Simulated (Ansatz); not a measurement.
# InP: the cost of one run

Program: Ansatz 0.2.0. Level of theory: DFT PBE, scalar-relativistic, plane waves, PAW. These are calculated values, not measurements.

The COD entry's cell or inner coordinates are ideal or old and differ from later refinements, so a difference from it is no clean test against experiment.

## Step 1: The starting structure

It takes space group F-43m (No. 216, cubic). Conventional cell: a = 5.861 Å, b = 5.861 Å, c = 5.861 Å, α = 90.00°, β = 90.00°, γ = 90.00°. In (site symmetry -43m) has 4 P at 2.54 Å in its first shell of neighbours. Around P (site symmetry -43m) lie 4 In at 2.54 Å.

As a file:

```
In P
1.0
    -2.93050   -2.93050    0.00000
     2.93050   -2.93050    0.00000
     0.00000    0.00000   11.72200
In P
4 4
Direct
  0.00000 0.00000 0.00000
  0.50000 0.50000 0.25000
  0.00000 0.00000 0.50000
  0.50000 0.50000 0.75000
  0.50000 0.00000 0.37500
  0.00000 0.50000 0.62500
  0.50000 0.00000 0.87500
  0.00000 0.50000 0.12500
```

No relaxation comes first: the listed cell is the starting point.

## Step 2: The reference: the undisturbed cell on the scan's mesh

input.yaml reads:

```yaml
crystal:
  lattice:
    - [-2.9305, -2.9305, 0.0]
    - [2.9305, -2.9305, 0.0]
    - [0.0, 0.0, 11.722]
  atoms:
    - { symbol: In, position: [0.0, 0.0, 0.0] }
    - { symbol: In, position: [0.5, 0.5, 0.25] }
    - { symbol: In, position: [0.0, 0.0, 0.5] }
    - { symbol: In, position: [0.5, 0.5, 0.75] }
    - { symbol: P, position: [0.5, 0.0, 0.375] }
    - { symbol: P, position: [0.0, 0.5, 0.625] }
    - { symbol: P, position: [0.5, 0.0, 0.875] }
    - { symbol: P, position: [0.0, 0.5, 0.125] }
basis:
  ecutwfc: 420
kpoints:
  mp_grid: { grid: [7, 7, 3] }
hamiltonian:
  xc: pbe
scf:
  occupations: { method: gaussian, width: 0.05 }
output:
  forces: true
  stress: true
  eigenvalues: true
```

Run with:

```
$ ansatz run input.yaml --threads 2 --pin off --max-ram 5120MiB --backend cpu --events-out ev --progress --plain --runs-dir out
```

Q: Estimate wall time and peak memory on 2 threads of Arm Neoverse V2, shared host.

About 7.2 s, with a peak of 0.46 GiB.
